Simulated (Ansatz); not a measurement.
# Rhodium, A15 under BLYP: structure and ground-state energy

Aim: take rhodium in the A15 structure, relax it, then solve it on a dense k-mesh. Spin polarisation is left out. The k-meshes are 6×6×6 for the relaxation; 7×7×7 for the dense run.

Program: Ansatz 0.2.0. Level of theory: DFT BLYP, plane waves (420 eV) with PAW, scalar-relativistic; the PAW data stem from PBE, with regenerated cores. These are calculated values, not measurements.

## (1) The system as given

The structure is cubic, space group Pm-3n (No. 223). The conventional cell has a = 4.792 Å, b = 4.792 Å, c = 4.792 Å, α = 90.00°, β = 90.00°, γ = 90.00°. Rh (site symmetry m-3) is surrounded by 12 Rh at 2.68 Å. Around Rh (site symmetry -4m2) lie 6 Rh at 2.40 to 2.68 Å.

Structure file:

```cif
data_structure
_symmetry_space_group_name_H-M 'Pm-3n'
_symmetry_Int_Tables_number 223
_cell_length_a 4.7916
_cell_length_b 4.7916
_cell_length_c 4.7916
_cell_angle_alpha 90.000
_cell_angle_beta 90.000
_cell_angle_gamma 90.000
_cell_volume 110.01
loop_
_atom_site_label
_atom_site_type_symbol
_atom_site_symmetry_multiplicity
_atom_site_Wyckoff_symbol
_atom_site_fract_x
_atom_site_fract_y
_atom_site_fract_z
_atom_site_occupancy
Rh1 Rh 2 a 0.00000 0.00000 0.00000 1
Rh2 Rh 6 c 0.25000 0.00000 0.50000 1
```

## (2) Geometry optimisation

The input, input.yaml:

```yaml
crystal:
  lattice:
    - [4.7916057449, 0.0, 0.0]
    - [0.0, 4.7916057449, 0.0]
    - [0.0, 0.0, 4.7916057449]
  atoms:
    - { symbol: Rh, position: [0.0, 0.0, 0.0] }
    - { symbol: Rh, position: [0.5, 0.5, 0.5] }
    - { symbol: Rh, position: [0.25, 0.0, 0.5] }
    - { symbol: Rh, position: [0.75, 0.0, 0.5] }
    - { symbol: Rh, position: [0.5, 0.25, 0.0] }
    - { symbol: Rh, position: [0.5, 0.75, 0.0] }
    - { symbol: Rh, position: [0.0, 0.5, 0.25] }
    - { symbol: Rh, position: [0.0, 0.5, 0.75] }
hamiltonian:
  xc: blyp
  pseudopotentials:
    kind: paw
    azcp:
      Rh: "pseudopotentials/Rh.paw.azcp"
basis:
  ecutwfc: 420
  fft_grid_basis: typed
kpoints:
  mp_grid: { grid: [6, 6, 6], shift: [0, 0, 0] }
magnetization:
  spin_polarized: false
scf:
  occupations: { method: fermi_dirac, width: 0.1 }
relax:
  max_steps: 60
  f_tol: 0.01
  cell: {}
```

The run is started by

```console
> ansatz run input.yaml --threads 4 --pin off --max-ram 8192MiB --backend cpu --events-out ev --progress --plain --runs-dir out
```

Further steps of the session: Dense single point.

**Question.** What will these runs give? Wanted: space group; conventional cell; volume; shortest distance; gap on the mesh; relative to fcc.

**Answer**, as computed:

```
                      quantity                         value
space group (spins left aside)               Pm-3n (No. 223)
             conventional cell                   a = 4.976 Å
                        volume                15.397 Å³/atom
             shortest distance                       2.488 Å
               gap on the mesh  none (levels filled in part)
               relative to fcc                 +263 meV/atom
```

What this shows: The relaxation enlarged the cell by 12.0 % in volume. It lies 263 meV/atom above the element's reference form at the same level (fcc, from a run of its own). Levels at the Fermi energy are filled in part, as in a metal. Relaxation kept the symmetry; phonons were not checked.
